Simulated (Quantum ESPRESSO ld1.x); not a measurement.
**W in [Xe] 4f14 5d3.75 6s2 7s0.25: an all-electron calculation**

What are the levels of neutral tungsten, how large are its shells, and how does its energy divide?

Program: Quantum ESPRESSO ld1.x 7.5. Level of theory: Dirac Kohn-Sham, LDA (Slater exchange, Perdew-Zunger correlation), spin-unpolarised, spherical densities, point nucleus; open shells fill j = l - 1/2 first. These are calculated values, not measurements, unless marked.

### Step 1. The atom as given

```
element       : tungsten (Z = 74)
charge        : 0
electrons     : 74
configuration : [Xe] 4f14 5d3.75 6s2 7s0.25
```

### Step 2. The run

The input, ld1.in:

```fortran
 &input
    atom='W',
    iswitch=1,
    rel=2,
    dft='PZ',
    config='[Xe] 4f14 5d3.75 6s2 7s0.25 6p0 6d0',
    rel_dist='energy',
    lsmall=.true.,
    prefix='ld1',
    max_out_wfc=37,
    file_charge='ld1.rho',
 /
```

Q: Predict the outcome of this run.

**Answer**, as computed:

| quantity | value |
| --- | --- |
| total energy | -16156.44 hartree |
| exchange-correlation share of it | 1.95 % |
| −T/E | 1.1267 |
| highest occupied level | 7s1/2, -0.720 eV |
| most extended occupied level | 7s1/2, <r> = 11.0 bohr |
| radius at density 0.001 e/bohr³ | 4.69 bohr |
| maxima of the radial density | 4 |

**Reading.** 7 principal shells are occupied and 4 maxima appear in the radial density; where shells overlap, one shows as a shoulder or not at all. Relativity lifts −T/E to 1.127. This is not the tabulated ground configuration, so its levels and sizes aren't those of the ground state, and no measured value stands beside it.
